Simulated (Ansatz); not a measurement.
# TiB (quartet): the correlation ladder, def2-SVP

How much of the correlation energy of TiB (quartet) does each wave-function method recover here?

Program: Ansatz 0.2.0, Gaussian basis. Level of theory: def2-SVP, core rule «outside noble gas», up to 10 orbitals frozen. These are calculated values, not measurements.

Plan: UHF; CCSD(T) on ROHF; CCSD(T) on UHF; CISD; CCSDT(Q) on ROHF; CCSDT(Q) on UHF; CISDTQ; CCSDTQ on ROHF; CCSDTQ on UHF; Full CI.

17 further runs of the same task are left out: 10 for a known fault of the program, 2 that didn't finish, 5 set aside as unsound or not needed.

## (1) The geometry

The geometry is a PBE0/def2-TZVP stationary point (not a proven minimum) of the parent state, kept for this charge and spin.

2 atoms, charge 0, spin multiplicity 4.

Atoms are counted from 1 here; the program's logs count them from 0.

Bond lengths: Ti1–B2 2.158 Å.

## (2) UHF

The input, in.yaml:

```yaml
crystal:
  periodic: [false, false, false]
  atoms:
    - {symbol: Ti, position_ang: [0.000000, 0.000000, 0.000000]}
    - {symbol: B, position_ang: [0.000000, 0.000000, 2.157871]}
basis:
  gaussian: {orbitals: def2-SVP}
magnetization: {spin_polarized: true, initial_magnetization: 3}
hamiltonian: {xc: hf}
output: {orbitals: {seedname: orbitals}}
```

The run is started by

```sh
> ansatz run in.yaml --threads 1 --pin off --events-out ev --progress --plain --max-ram 4096MiB --backend cpu
```

After this run come: CCSD(T) on ROHF; CCSD(T) on UHF; CISD; CCSDT(Q) on ROHF; CCSDT(Q) on UHF; CISDTQ; CCSDTQ on ROHF; CCSDTQ on UHF; Full CI.

Before running them: what should the planned runs give, taken together? Wanted: FCI below the RHF energy; RMP2 from FCI; UMP2 from FCI; RCCSD from FCI; RCCSD(T) from FCI; UCCSD(T) from FCI; RCCSDT(Q) from FCI; T1 diagnostic; effectively unpaired electrons.

**Answer**, as computed:

| quantity | value |
| --- | --- |
| FCI below the RHF energy | -4.7540 eV |
| RMP2 from FCI | +42.22 kcal/mol |
| UMP2 from FCI | +34.60 kcal/mol |
| RCCSD from FCI | +10.56 kcal/mol |
| RCCSD(T) from FCI | +1.98 kcal/mol |
| UCCSD(T) from FCI | +2.82 kcal/mol |
| RCCSDT(Q) from FCI | +0.86 kcal/mol |
| levels within 1 kcal/mol (43 meV) | RCCSDT(Q), RCCSDTQ |
| T1 diagnostic | 0.237 |
| effectively unpaired electrons | 4.34 |

**Reading.** RCCSD(T) misses by +1.98 kcal/mol, 1.8 % of the correlation energy. CCSD(T) misses by +1.98 kcal/mol on the restricted determinant and by +2.82 kcal/mol on the unrestricted one; the two need not hold the same state or core. The occupations show strong static correlation (4.3 unpaired electrons where one determinant has 3). Coupled cluster on one determinant still stays close here. These misses are within one basis, not against nature; the frozen cores of restricted and unrestricted runs differ, which can shift their rows.
